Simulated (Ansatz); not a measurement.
# LiNb16: the cost of one run

Method: DFT PBE, plane waves, PAW, scalar-relativistic, no spin polarisation, in Ansatz 0.2.0.

### Step 1. Starting point

The cell holds 17 atoms (LiNb16): a = 6.600 Å, b = 6.600 Å, c = 6.600 Å, α = 90.00°, β = 90.00°, γ = 90.00°.

Coordinates:

```xyz
17
Lattice="6.6000 0.0000 0.0000 0.0000 6.6000 0.0000 0.0000 0.0000 6.6000" Properties=species:S:1:pos:R:3 pbc="T T T"
Nb    0.0000    0.0000    0.0000
Nb    3.3000    0.0000    0.0000
Nb    0.0000    3.3000    0.0000
Nb    0.0000    0.0000    3.3000
Nb    1.6500    1.6500    1.6500
Nb    3.3000    3.3000    0.0000
Nb    3.3000    0.0000    3.3000
Nb    4.9500    1.6500    1.6500
Nb    0.0000    3.3000    3.3000
Nb    1.6500    4.9500    1.6500
Nb    1.6500    1.6500    4.9500
Nb    3.3000    3.3000    3.3000
Nb    4.9500    4.9500    1.6500
Nb    4.9500    1.6500    4.9500
Nb    1.6500    4.9500    4.9500
Nb    4.9500    4.9500    4.9500
Li    5.7380    1.6584   -0.0032
```

### Step 2. Relaxing the start

input.yaml

```yaml
crystal:
  lattice:
    - [6.6, 0.0, 0.0]
    - [0.0, 6.6, 0.0]
    - [0.0, 0.0, 6.6]
  atoms:
    - { symbol: Nb, position: [0.0, 0.0, 0.0] }
    - { symbol: Nb, position: [0.5, 0.0, 0.0] }
    - { symbol: Nb, position: [0.0, 0.5, 0.0] }
    - { symbol: Nb, position: [0.0, 0.0, 0.5] }
    - { symbol: Nb, position: [0.25, 0.25, 0.25] }
    - { symbol: Nb, position: [0.5, 0.5, 0.0] }
    - { symbol: Nb, position: [0.5, 0.0, 0.5] }
    - { symbol: Nb, position: [0.75, 0.25, 0.25] }
    - { symbol: Nb, position: [0.0, 0.5, 0.5] }
    - { symbol: Nb, position: [0.25, 0.75, 0.25] }
    - { symbol: Nb, position: [0.25, 0.25, 0.75] }
    - { symbol: Nb, position: [0.5, 0.5, 0.5] }
    - { symbol: Nb, position: [0.75, 0.75, 0.25] }
    - { symbol: Nb, position: [0.75, 0.25, 0.75] }
    - { symbol: Nb, position: [0.25, 0.75, 0.75] }
    - { symbol: Nb, position: [0.75, 0.75, 0.75] }
    - { symbol: Li, position: [0.8693881, 0.2512731, -0.0004785] }
basis:
  ecutwfc: 420.0
kpoints:
  mp_grid: { grid: [2, 2, 2] }
hamiltonian:
  xc: pbe
scf:
  occupations: { method: fermi_dirac, width: 0.15 }
  lower_state_search: "off"
relax:
  f_tol: 0.08
  max_steps: 25
  adjacent_minimum: "off"
```

The run is started by

```bash
$ ansatz run input.yaml --threads 2 --pin off --max-ram 5120MiB --backend cpu --events-out ev --progress --plain --runs-dir out
```

**Question.** How long does this run take on 2 threads of Arm Neoverse V1, shared host, and how much memory does it need?

About 57 s, with a peak of 0.8 GiB.
